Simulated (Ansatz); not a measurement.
# GaH₂Cl: single points off equilibrium

One table from this session's results is given with a row withheld; the runs are named, their logs left out.

Computed with Ansatz 0.2.0, Gaussian basis. Level: single points in def2-TZVPP.

Correlated methods freeze the cores. Filled d shells of the heavier atoms are correlated.

## Where the work starts

4 atoms, charge 0, spin multiplicity 1.

Atoms are counted from 1 here; the program's logs count them from 0.

Bond lengths: Ga1–Cl4 2.301 Å.

As a file:

```
Ga   -1.2194   -0.3696    0.3187
H    -0.0733   -0.1174   -1.4737
H     0.8704    0.1456   -0.5184
Cl    0.5229    0.3791    1.6227
```

Set-up of the first run:

The input, run/in.yaml:

```yaml
crystal:
  periodic: [false, false, false]
  atoms:
    - {symbol: Ga, position_ang: [-1.219400, -0.369600, 0.318700]}
    - {symbol: H, position_ang: [-0.073300, -0.117400, -1.473700]}
    - {symbol: H, position_ang: [0.870400, 0.145600, -0.518400]}
    - {symbol: Cl, position_ang: [0.522900, 0.379100, 1.622700]}
basis:
  gaussian: {orbitals: def2-TZVPP}
correlation: {method: ccsd_t}
output: {forces: true}
```

The command line of these runs was not kept.

Among the steps run: CCSD(T)/def2-TZVPP; PBE0-D4/def2-TZVPP; wB97M-V/def2-TZVPP; r2SCAN-D4/def2-TZVPP; PBE-D4/def2-TZVPP; wB97X-V/def2-TZVPP; SPW92/def2-TZVPP.

One table of the session follows, with a row left open; its other results are not shown here.

| method | RMS force component (eV/Å) | angle to CCSD(T) forces (°) | dipole (D) |
| --- | --- | --- | --- |
| CCSD(T) | 1.438 | reference | 2.09 |
| PBE0-D4 | 1.459 | 4.4 | 1.98 |
| wB97M-V | 1.528 | 3.2 | 2.05 |
| r2SCAN-D4 | 1.397 | 5.6 | 1.83 |
| PBE-D4 | 1.320 | 7.6 | 1.83 |
| wB97X-V | ? | ? | ? |
| SPW92 | 1.283 | 8.0 | 1.88 |

**Question.** Estimate the row for wB97X-V.

**Answer.** RMS force component (eV/Å): 1.584; angle to CCSD(T) forces (°): 2.2; dipole (D): 2.09. In the column «RMS force component (eV/Å)» it is the highest.
